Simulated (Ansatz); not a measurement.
The system is LiFeN.

```xyz
3
Lattice="3.1006 0.0000 0.0000 -1.5503 2.6852 0.0000 0.0000 0.0000 4.1453" Properties=species:S:1:pos:R:3 pbc="T T T"
Fe    0.0000    1.7901    2.0727
N     0.0000    0.0000    2.0727
Li    0.0000    0.0000    0.0000
```

The cell comes from a database or a generator and needn't be the stable form of this composition.

Base run:

| Quantity | Value |
| --- | --- |
| Program | Ansatz 0.2.0 |
| Functional | PBE |
| Potentials or basis | Ansatz PAW |
| Cutoff | 420 eV (not typed: the program's choice for these potentials) |
| k mesh | 10 × 10 × 7 |
| Occupations | fermi-dirac, width 0.05 eV |
| Spin | collinear spin, ferromagnetic start |
| Starting moments | [3.0, 0.0, 0.0] μB |

Its results: band gap on the k mesh none (metal or under the smearing width); pressure -1.1 GPa; net moment 0.11 μB per cell; site moments Fe +0.10; N -0.00; Li -0.00 μB.

The run is repeated on the same cell with these changes: hubbard terms from none to Fe d U = 8 eV; hubbard projectors from none to ortho-atomic (the default). What comes out?

Band gap on the k mesh none (metal or under the smearing width); pressure 38.5 GPa; net moment 3.73 μB per cell; site moments Fe +3.06; N +0.05; Li -0.01 μB.

Caveats: the density of states is complete only up to the lowest level of the last band computed; the starting moments weren't kept (some runs); the magnetic or orbital state may not be the lowest (some runs); a pressure of tens of GPa on the cell as given is suspect, and the run, the potentials or the cell itself is likely at fault (some runs); a cell with one magnetic atom can't hold antiferromagnetic order, which such compounds often take (some runs).
